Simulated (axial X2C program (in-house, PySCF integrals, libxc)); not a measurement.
# Linear CuNC⁺ at several levels

The task here is to estimate one member of a computed series from the others.

Program: an in-house X2C program for linear molecules on PySCF integrals. Level of theory: all-electron X2C, two-component (2c) or spin-free, Cu dyall-v3z, N dyall-av3z, C dyall-v3z. These are calculated values, not measurements.

All values are calculated.

2 further runs of the same task are left out: 2 set aside as unsound or not needed.

Set-up of the first run:

Contents of task.json:

```json
{"zs": [29, 7, 6], "q": 1, "bas": ["dyall-v3z", "dyall-av3z", "dyall-v3z"], "r0": [1.78, 1.17], "symm": 0, "scan": ["PBE0", "HF", "B3LYP"], "levels": ["PBE0", "HF", "r2SCAN"], "nst": 2}
```

Keys: zs atomic numbers; q charge; bas basis sets; r0 starting distance in Å; symm equal bonds; scan levels of the two-bond scan; levels methods; nst determinants followed.

Command:

```bash
> python solin.py task.json out
```

Masses Cu 62.930, N 14.003, C 12.000 u.

Among the steps run: Scan at PBE0, 2c; Scan at B3LYP, 2c; Scan at PBE0, spin-free.

One of the session's tables, all rows but one given; the rest of the session is left out.

| level | lower stretch (cm⁻¹) | upper stretch (cm⁻¹) |
| --- | --- | --- |
| PBE0, 2c | 422.5 | 2206.0 |
| B3LYP, 2c | ? | ? |
| PBE0, spin-free | 422.2 | 2207.1 |
| B3LYP, spin-free | 435.8 | 2180.4 |

**Question.** Estimate the row for B3LYP, 2c.

The run gave: lower stretch (cm⁻¹): 436.2; upper stretch (cm⁻¹): 2179.7. In the column «lower stretch (cm⁻¹)» it is the highest.

Scans not shown above were run alike.

The molecule was held linear; bending was not examined, so a bent shape may lie lower.
